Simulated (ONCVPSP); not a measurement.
# Pseudopotential generation for Ge: ONCV, LDA (Perdew-Wang 92)

Aim: build the potential from the settings below, then test how well it stands in for the atom: other configurations, scattering, ghost states and the plane-wave cutoff that it needs.

Method: ONCVPSP 4.0.1, LDA (Perdew-Wang 92), scalar-relativistic.

### Step 1. The atom and the settings

The settings as typed:

| Item | Value |
| --- | --- |
| element | germanium (Ge, Z = 32) |
| type | optimised norm-conserving Vanderbilt (ONCV) |
| frozen core | [Ne] |
| valence charge | 22 |
| reference configuration | 3s2 3p6 3d10 4s1.75 4p2.25 |
| partial waves | 3s+4s: rc 1.20 bohr, ncon 4, nbas 8, qcut 12.5 1/bohr, 3 projectors, debl 2 Ha; 3p+4p: rc 1.35 bohr, ncon 4, nbas 8, qcut 8.5 1/bohr, 2 projectors; 3d: rc 0.85 bohr, ncon 3, nbas 7, qcut 15.4 1/bohr, 2 projectors, debl 2 Ha |
| local potential | polynomial inside 0.60 bohr (lpopt 2, dvloc0 4 Ha) |
| core correction | Teter function, fcfact 3, rcfact 1.3 |

### Step 2. Generating the potential

Contents of Ge.dat:

```
# ATOM AND REFERENCE CONFIGURATION
# atsym  z   nc   nv     iexc    psfile
  Ge 32.00    3    5  -001012      upf
#
#   n    l    f
    1    0    2.00
    2    0    2.00
    2    1    6.00
    3    0    2.00
    3    1    6.00
    3    2   10.00
    4    0    1.75
    4    1    2.25
#
# PSEUDOPOTENTIAL AND OPTIMIZATION
# lmax
    2
#
#   l,   rc,      ep,       ncon, nbas, qcut
    0    1.20    0.00    4    8   12.50
    1    1.35    0.00    4    8    8.50
    2    0.85    0.00    3    7   15.40
#
# LOCAL POTENTIAL
# lloc, lpopt,  rc(5),   dvloc0
    4    2    0.60    4.00
#
# VANDERBILT-KLEINMAN-BYLANDER PROJECTORs
# l, nproj, debl
    0    3    2.00
    1    2    0.60
    2    2    2.00
#
# MODEL CORE CHARGE
# icmod, fcfact, rcfact
    3    3.00    1.30
#
# LOG DERIVATIVE ANALYSIS
# epsh1, epsh2, depsh
   -8.00    5.00    0.04
#
# OUTPUT GRID
# rlmax, drl
    6.00    0.01
#
# TEST CONFIGURATIONS
# ncnf
    4
# nvcnf
#   n    l    f
    5
    3    0    2.00
    3    1    6.00
    3    2   10.00
    4    0    2.00
    4    1    2.00
#
    5
    3    0    2.00
    3    1    6.00
    3    2   10.00
    4    0    2.00
    4    1    1.00
#
    5
    3    0    2.00
    3    1    6.00
    3    2   10.00
    4    0    2.00
    4    1    0.00
#
    5
    3    0    2.00
    3    1    6.00
    3    2    9.00
    4    0    2.00
    4    1    3.00
#
```

On the command line:

```bash
$ oncvpsp.x < Ge.dat > Ge.out
```

**Question.** What will these runs give? Wanted: cutoffs for 1 and 0.1 mHa per electron, occupied waves; bound ghosts; GHOST(+) flags; largest test error; largest phase difference near zero energy, channels read; rms error of d²Exc/dn², without and with the model core.

**Answer**, as computed:

| quantity | value |
| --- | --- |
| cutoffs for 1 and 0.1 mHa per electron, occupied waves | 108 Ha and 153 Ha |
| bound ghosts | p at -360.20 eV |
| GHOST(+) flags | none at low energy |
| largest test error (AE − PS) | +44 meV, for 3s2 3p6 3d9 4s2 4p3 |
| largest phase difference near zero energy, channels read | 0.004 rad |
| rms error of d²Exc/dn², without and with the model core | 2.74 and 1.41 mHa |

It has a bound ghost (p), a state that the atom doesn't have, and that rules the file out. The worst unpolarised test, 3s2 3p6 3d9 4s2 4p3, is off by 44 meV on 27.7 eV; by total energies transferability rates as fair. By its cutoff, 108 Ha for the looser tolerance, it is very hard. At the looser tolerance the 3d wave is the slowest; 3s needs 41 Ha. Near zero energy the phases of the channels with partial waves agree within 0.004 rad.
